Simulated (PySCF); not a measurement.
# C5H8GeOS: the cost of one run

Programs: PySCF 2.14.0, with routines of our own; each step states its level. All values are computed. Atoms count from 0.

## (1) The starting structure

16 atoms, charge 0, multiplicity 1; geometry from: GFN2-xTB.

## (2) Magnetic properties: GIAO HF/pcSseg-1

Job settings and geometry (Å):

```
{"job": {"kind": "mag", "xc": "HF", "basis": "pcSseg-1", "isotopologues": 2}, "charge": 0, "multiplicity": 1}
C      2.742888    -0.706520     0.557549
C      1.960069    -0.072791    -0.097767
C      1.003167     0.680188    -0.805235
C      1.000911     0.808612    -2.130861
S     -0.217642     1.540779     0.179472
C     -0.435731     0.398982     1.576917
O     -1.129544    -0.741728     1.238034
Ge    -2.283354    -0.824784    -0.104480
H      3.450175    -1.267119     1.092681
H      1.757711     0.340034    -2.735967
H      0.253177     1.400433    -2.628647
H     -0.973172     0.990079     2.326773
H      0.553768     0.128379     1.956337
H     -3.270260     0.300406     0.004833
H     -2.863492    -2.159527     0.206632
H     -1.556270    -0.806480    -1.416251
```

Level: GIAO HF/pcSseg-1 magnetisability, rotational g tensor and spin-rotation constants, non-relativistic, gas phase.

Command:

```sh
$ OMP_NUM_THREADS=1 python excited_run.py task.json out
```

This one command runs all jobs of the session in turn.

**Question.** How long does this first job take on 1 thread of Arm Neoverse V1, shared host, and how much memory does it need?

About 36 s, with a peak of 1 GiB.
